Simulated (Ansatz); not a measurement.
# Cl2FHMoO2: the cost of one run

Program: Ansatz 0.2.0, Gaussian basis. Level of theory: the settings change from run to run. These are calculated values, not measurements.

### Step 1. The geometry

An earlier PBE0-D4 in a triple-zeta def2 set relaxation fixed the geometry. Mo takes a core potential in def2 sets; no spin-orbit term is included.

SMILES `[O]=[Mo]([OH])([F])([Cl])[Cl]`, 7 atoms, charge 0, spin multiplicity 1.

Atoms are counted from 1 here; the program's logs count them from 0.

Bond lengths: O1–Mo2 1.641 Å, Mo2–O3 1.852 Å, Mo2–F4 1.854 Å, Mo2–Cl5 2.283 Å, Mo2–Cl6 2.293 Å, O3–H7 0.963 Å. Angles: O1–Mo2–O3 102.7°, O1–Mo2–F4 108.6°, O1–Mo2–Cl5 103.0°, O1–Mo2–Cl6 106.4°, O3–Mo2–F4 87.2°, O3–Mo2–Cl5 154.4°, O3–Mo2–Cl6 87.4°, F4–Mo2–Cl5 84.0°, F4–Mo2–Cl6 144.9°, Cl5–Mo2–Cl6 86.1°, Mo2–O3–H7 128.1°.

### Step 2. BHLYP/x2c-TZVPPall

Options: charge +1, multiplicity 2, a grid of angular degree 23, a point charge of 1.00 e beside it, D3(BJ) dispersion, high accuracy.

The input, in.yaml:

```yaml
crystal:
  periodic: [false, false, false]
  atoms:
    - {symbol: O, position_ang: [-1.877107, -0.182585, 0.268021]}
    - {symbol: Mo, position_ang: [-0.311269, 0.049168, -0.164297]}
    - {symbol: O, position_ang: [0.607114, -0.988026, 1.064571]}
    - {symbol: F, position_ang: [0.143537, -1.218272, -1.438783]}
    - {symbol: Cl, position_ang: [-0.477854, 1.448912, -1.960322]}
    - {symbol: Cl, position_ang: [0.417219, 1.885513, 0.999408]}
    - {symbol: H, position_ang: [1.559460, -1.062810, 1.185602]}
basis:
  gaussian: {orbitals: x2c-TZVPPall, final_grid: {core_spheres: 8, valence_spheres: 7, degree: 23}, point_charges: [{charge: 1.00, position_ang: [5.357, 0.567, -0.771]}]}
total_charge: 1
magnetization: {spin_polarized: true, initial_magnetization: 1}
hamiltonian: {xc: {name: BHLYP}, dispersion: d3bj}
accuracy: high
output: {forces: true}
```

The run is started by

```console
$ ansatz run in.yaml --threads 4 --pin off --events-out ev --progress --plain --max-ram 10444MiB
```

**Question.** How long does this run take on 4 threads of Arm Neoverse V1, shared host, and how much memory does it need?

About 69 s, with a peak of 2.7 GiB.
